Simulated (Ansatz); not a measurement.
# K3VSO3: the cost of one run

The runs shown are made with Ansatz 0.2.0. PAW datasets, plane waves, zero pressure. Calculated at 0 K for a non-magnetic cell.

### 1 The system as given

Space group P2_1/m (No. 11), monoclinic; a = 6.707 Å, b = 5.994 Å, c = 8.864 Å, β = 102.6° in the conventional setting, 21.73 Å³ an atom. Near K stand 4 O at 2.77–2.94 Å; near K stand 5 O at 2.90–3.03 Å and 1 S at 3.28 Å; near K stand 3 O at 2.64–2.68 Å; near V stand 3 O at 1.72 Å and 1 S at 2.26 Å; near S stand 1 V at 2.26 Å and 1 K at 3.28 Å.

As a file:

```xyz
16
Lattice="6.7066 0.0000 0.0000 0.0000 5.9938 0.0000 -1.9394 0.0000 8.6490" Properties=species:S:1:pos:R:3 pbc="T T T"
K     3.5772    4.4953    4.6011
K    -0.2786    1.4984    8.6216
K     1.1900    1.4984    4.0480
K     5.0458    4.4953    0.0275
K     4.6976    1.4984    2.4071
K     0.0697    4.4953    6.2420
V     1.6332    4.4953    1.8085
V     3.1340    1.4984    6.8406
S    -0.2851    4.4953    3.0068
S     5.0524    1.4984    5.6423
O     3.5033    1.4984    8.5240
O     1.2639    4.4953    0.1250
O     2.5456    5.8973    2.2289
O     2.2216    0.0965    6.4202
O     2.5456    3.0934    2.2289
O     2.2216    2.9004    6.4202
```

### 2 Relaxing with PBE

File input.yaml:

```yaml
crystal:
  lattice:
    - [6.706638, 0.0, 0.0]
    - [0.0, 5.993784, 0.0]
    - [-1.939405, 0.0, 8.649037]
  atoms:
    - { symbol: K, position: [0.687221, 0.75, 0.531976] }
    - { symbol: K, position: [0.246717, 0.25, 0.996826] }
    - { symbol: K, position: [0.312779, 0.25, 0.468024] }
    - { symbol: K, position: [0.753283, 0.75, 0.003174] }
    - { symbol: K, position: [0.780915, 0.25, 0.278304] }
    - { symbol: K, position: [0.219085, 0.75, 0.721696] }
    - { symbol: V, position: [0.303988, 0.75, 0.209094] }
    - { symbol: V, position: [0.696012, 0.25, 0.790906] }
    - { symbol: S, position: [0.058017, 0.75, 0.347642] }
    - { symbol: S, position: [0.941983, 0.25, 0.652358] }
    - { symbol: O, position: [0.807363, 0.25, 0.985545] }
    - { symbol: O, position: [0.192637, 0.75, 0.014455] }
    - { symbol: O, position: [0.454085, 0.983895, 0.257702] }
    - { symbol: O, position: [0.545915, 0.016105, 0.742298] }
    - { symbol: O, position: [0.454085, 0.516105, 0.257702] }
    - { symbol: O, position: [0.545915, 0.483895, 0.742298] }
kpoints:
  mp_grid: { grid: [4, 4, 4] }
hamiltonian:
  xc: pbe
scf:
  occupations: { method: fermi_dirac, width: 0.02 }
relax:
  f_tol: 0.005
  cell: {}
```

Q: Estimate wall time and peak memory on 1 × NVIDIA H100 80GB HBM3 with 2 threads of AMD EPYC 7R13 (Zen 3), shared host.

About 14 s, with a peak of 1.6 GiB on the host.
